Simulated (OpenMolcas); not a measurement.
# W³⁺ among point charges: CASSCF and CASPT2 levels and susceptibility

Aim: the splitting of the states of W³⁺ in the field of 6 point charges, its lowest levels with spin-orbit coupling and its magnetic susceptibility.

The numbers are computed with OpenMolcas 26.06 (state-averaged CASSCF and CASPT2, spin-orbit coupling by RASSI with atomic mean-field integrals), except any that are marked as measured or tabulated.

## 1. The atom as given

```
Species                           : W³⁺ (tungsten, Z = 74, 71 electrons)
Basis                             : ANO-RCC-VDZP [7s6p4d2f1g], 68 functions
Scalar Hamiltonian                : DKH2, point nucleus
Inactive shells                   : 1s 2s 2p 3s 3p 3d 4s 4p 4d 4f 5s 5p
Active space                      : 3 electrons in 5 orbitals (5d)
Some configurations of this space : 5d3
Orbitals                          : optimised for each spin and parity, averaged over all roots
```

Outer shells as boxes (Hund's rule):

5d3
```
5d [↑ ][↑ ][↑ ][  ][  ]
```

The ion sits among 6 point charges of -1.7 e arranged as an octahedron (Oh), 1.88 Å from the ion.

The work runs as a chain of OpenMolcas steps in one folder; each step below is one input file. Labels, J, g values, rates, χT and fits are worked out afterwards by a script from the matrices that RASSI stores. The input lists half of the charges; inversion (Group=XYZ) makes the rest.

## 2. Basis and integrals

Input file a.inp:

```
&GATEWAY
Coord
1

W 0.0 0.0 0.0
Basis=ANO-RCC-VDZP
Group=XYZ
NoMove
AngMom=0.0 0.0 0.0
AMFI
XField
3 Angstrom 0
1.880000 0.000000 0.000000 -1.700000
0.000000 1.880000 0.000000 -1.700000
0.000000 0.000000 1.880000 -1.700000
&SEWARD
```

Launch:

```sh
OMP_NUM_THREADS=1 MOLCAS_MEM=1689 MOLCAS_PROJECT=a pymolcas a.inp > a.log
```

## 3. Reference wave functions, quartets of even parity, 10 roots

Input file a.inp:

```
&RASSCF
FileOrb=start.orb
Symmetry=1
Spin=4
nActEl=3 0 0
Inactive=15 19
Ras2=5 0
CIRoot=10 10 1
SDav=10
CIMx=300
Iter=120 100
PrWF=0.3
OrbListing=Nothing
MaxOrb=0
>>> COPY $Project.JobIph JOB001
```

start.orb holds the contracted functions of the basis, ordered by shell, or the orbitals of the step before.

## 4. CASSCF: doublets of even parity, 40 roots

Input file a.inp:

```
&RASSCF
FileOrb=start.orb
Symmetry=1
Spin=2
nActEl=3 0 0
Inactive=15 19
Ras2=5 0
CIRoot=40 40 1
SDav=40
CIMx=300
Iter=120 100
PrWF=0.3
OrbListing=Nothing
MaxOrb=0
>>> COPY $Project.JobIph JOB002
```

## 5. RASSI: spin-orbit coupling between the states

Input file a.inp:

```
&RASSI
NrOfJobIphs=2 10 40
1 2 3 4 5 6 7 8 9 10
1 2 3 4 5 6 7 8 9 10 11 12 13 14 15 16 17 18 19 20 21 22 23 24 25 26 27
28 29 30 31 32 33 34 35 36 37 38 39 40
IphNames
JOB001
JOB002
EJob
SpinOrbit
DIPRint=1.0
SOCoupling=1000.0
Subsets=2
Property=9
'ANGMOM' 1 'ANGMOM' 2 'ANGMOM' 3 'MLTPL  1' 1 'MLTPL  1' 2 'MLTPL  1' 3
'AMFI' 1 'AMFI' 2 'AMFI' 3
SOProperty=3
'ANGMOM' 1 'ANGMOM' 2 'ANGMOM' 3
```

## 6. CASPT2: IPEA 0.25, imaginary shift 0.1 (closed shells correlated: 4f 5s 5p)

Input file a.inp:

```
>>> COPY JOB001 $Project.JobIph
&CASPT2
Multistate=10 1 2 3 4 5 6 7 8 9 10
NoMult
Frozen=14 9
IPEA=0.25
Imaginary=0.1
MaxIter=60
WThr=0.0 0.3 0.05
PrWF=0.5
NoMix
>>> COPY JOB002 $Project.JobIph
&CASPT2
Multistate=40 1 2 3 4 5 6 7 8 9 10 11 12 13 14 15 16 17 18 19 20 21 22
23 24 25 26 27 28 29 30 31 32 33 34 35 36 37 38 39 40
NoMult
Frozen=14 9
IPEA=0.25
Imaginary=0.1
MaxIter=60
WThr=0.0 0.3 0.05
PrWF=0.5
NoMix
```

(Steps that only read results are left out.)

What does the calculation give? Wanted: spin-free ground state; first state of the same spin within the active space; lowest level; next level.

As calculated:

| quantity | value |
| --- | --- |
| method | SS-CASPT2, IPEA 0.25, imaginary shift 0.1 (closed shells correlated: 4f 5s 5p) |
| spin-free ground state | 4A2, 1-fold in its orbital part |
| first state of the same spin within the active space | 4T2 at 22300 cm⁻¹ |
| lowest level | 4-fold Γ8 |
| next level | 10811.6 cm⁻¹ |
| χT at 300 K | 1.22 cm³ K/mol |
| effective moment at 300 K | 3.13 μB |

Cost by method:

```csv
method,time of its own steps,time with the reference
A. CASSCF,11 s,11 s
"B. SS-CASPT2, IPEA 0.25, imaginary shift 0.1, +4f 5s 5p",8.4 s,19 s
```

Times are of one thread on a shared host.

The spin-free ground state (4A2) comes to 100 % from free-ion F terms and keeps the highest spin of the shell. χT at 300 K is 1.22, against 1.88 cm³ K/mol for the spin alone, so spin-orbit coupling lowers it. A ligand-field fit to the states below 45000 cm-1 gives 10Dq = 22789 cm-1, B = 601 cm-1 and C = 2354 cm-1 (C/B = 3.92), with a deviation of 269 cm-1. CASPT2 does not keep the components of a term degenerate, and the means are used. The field of point charges can differ much from that of real complexes. Point charges carry no covalency, so the field is a model and not that of real ligands.
